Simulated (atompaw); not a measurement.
# Cobalt: generating and testing a PAW (atompaw) potential

Aim: build the potential from the settings below, then test how well it stands in for the atom: scattering, ghost states and the plane-wave cutoff that it needs.

Program: atompaw 4.2.0.5. Reference atom: LDA (PW92), scalar-relativistic, spherical and spin-unpolarised. All values are calculated.

### Step 1. The design

Typed settings, in words:

```
element                 : cobalt (Co, Z = 27)
type                    : PAW
frozen core             : [Ne]
valence charge          : 17
reference configuration : 3s2 3p6 3d7 4s2 4p0
partial waves           : 3s (bound): rc 0.95 bohr; 4s (bound): rc 1.90 bohr; 3p (bound): rc 1.25 bohr; 4p (bound, empty): rc 1.55 bohr; 3d (bound): rc 1.28 bohr; 3d channel at 0.7 Ry: rc 1.90 bohr
local potential         : ultrasoft scheme with l = 3 at 0 Ry, radius 1.30 bohr
core correction         : smooth core density matched at 1.10 bohr
augmentation charge     : sinc compensation charge, radius 1.50 bohr; PAW radius 1.90 bohr; waves and projectors: custom polynom gramschmidtortho
```

The nodes and maxima of the atom's own shells, from an earlier all-electron run, set the scale for the radii.

All-electron outer shells of the reference configuration (LDA (PW92), scalar-relativistic, ld1.x):

```csv
shell,level (eV),outermost node (bohr),outermost maximum (bohr)
2s,-897.08,0.08,0.21
2p,-769.44,–,0.17
3s,-101.87,0.31,0.67
3p,-65.52,0.28,0.68
3d,-8.46,–,0.66
4s,-5.67,0.96,2.29
4p,-1.39,1.05,3.21
```

### Step 2. The generation run

Co.input

```
Co 27
LDA-PW scalarrelativistic loggrid 1500 logderivrange -9 5 351
4 4 3 0 0 0
4 1 0
3 2 7
0 0 0
c
c
v
v
c
v
v
v
2
1.90 1.50 1.30 1.10
n
n
y
0.7
n
custom polynom gramschmidtortho sinc
3 0 ultrasoft
0.95
1.90
1.25
1.55
1.28
1.90
PWSCFOUT
UPFDX 0.0125d0 UPFXMIN -7.d0 UPFZMESH 27.d0
END
```

The run is started by

```console
$ atompaw < Co.input > Co.log
```

**Question.** What will these runs give? Wanted: cutoffs for 10 and 1 mRy, occupied levels; bound ghosts; largest phase difference near zero energy, channels read; lowest eigenvalue of the overlap; share of valence orbitals outside the PAW sphere; UPF file.

As calculated:

| quantity | value |
| --- | --- |
| cutoffs for 10 and 1 mRy, occupied levels | 90 Ry and 160 Ry |
| bound ghosts | none found |
| largest phase difference near zero energy, channels read | 0.017 rad |
| lowest eigenvalue of the overlap (Bessel basis) | 0.402 (d) |
| share of valence orbitals outside the PAW sphere | 3s 0 %, 4s 81 %, 3p 1 %, 4p 94 %, 3d 10 % |
| UPF file | written |

In words: The potential is hard: the looser tolerance needs 90 Ry. The Bessel-basis test finds no level below the valence levels. Near zero energy the phases of the channels with partial waves agree within 0.017 rad. These are tests on the free atom; a crystal test is still owed.
